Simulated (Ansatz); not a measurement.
## BrH3S2Si, SMILES S[SiH](S)Br: a ladder of methods at one geometry, step by step

Program: Ansatz's Python interface.

Input file `brh3s2si.xyz`:
```text
7

S    -0.49430    1.39530   -1.37530
Si   -0.02010    0.06390    0.15710
S     1.87060   -0.76420   -0.27070
Br   -1.43540   -1.54600    0.21700
H    -1.79090    1.65760   -0.98060
H     0.01130    0.78270    1.46250
H     1.92010   -1.65720    0.74430
```

The cells in order, each with its output:

In [1]:
```python
import ansatz as az

mol = az.Crystal.molecule_from_extxyz("brh3s2si.xyz")
```

In [2]:
```python
model = mol.calculation().basis(gaussian="def2-SVP")
```

In [3]:
```python
methods = ["mp2", "ccsd", "ccsd_t"]
batch = az.Session.batch([model.correlation(m).input() for m in methods])
reports = sorted(batch.plan().execute().molecular_reports, key=lambda each: each["member"])
print(f"Hartree-Fock reference {reports[0]['reference_energy_ev'] / 27.211386246:.6f} Ha")
best = reports[-1]["free_energy_ev"] - reports[-1]["reference_energy_ev"]
for method, each in zip(methods, reports):
    gained = each["free_energy_ev"] - each["reference_energy_ev"]
    print(f"{method:8s} total {each['free_energy_ev'] / 27.211386246:.6f} Ha  correlation {gained:9.4f} eV  ({100 * gained / best:.1f} % of the last)")
```
```text
Hartree-Fock reference -3657.599880 Ha
mp2      total -3658.187102 Ha  correlation  -15.9791 eV  (90.8 % of the last)
ccsd     total -3658.229741 Ha  correlation  -17.1394 eV  (97.4 % of the last)
ccsd_t   total -3658.246334 Ha  correlation  -17.5909 eV  (100.0 % of the last)
```

Caveats:
- Total energies depend on the basis set; only differences at equal settings carry meaning.
- The geometry is a force-field or estimated start, not a minimum of this method, and the basis set is short of its limit. A lower total doesn't mark the better method: functionals have no common bound, and MP2 and coupled cluster aren't variational.
- Inner cores stay frozen; a filled d shell under the valence of the heavier atoms is correlated with it.

(Lines on the test bed's own set-up are left out of the output.)
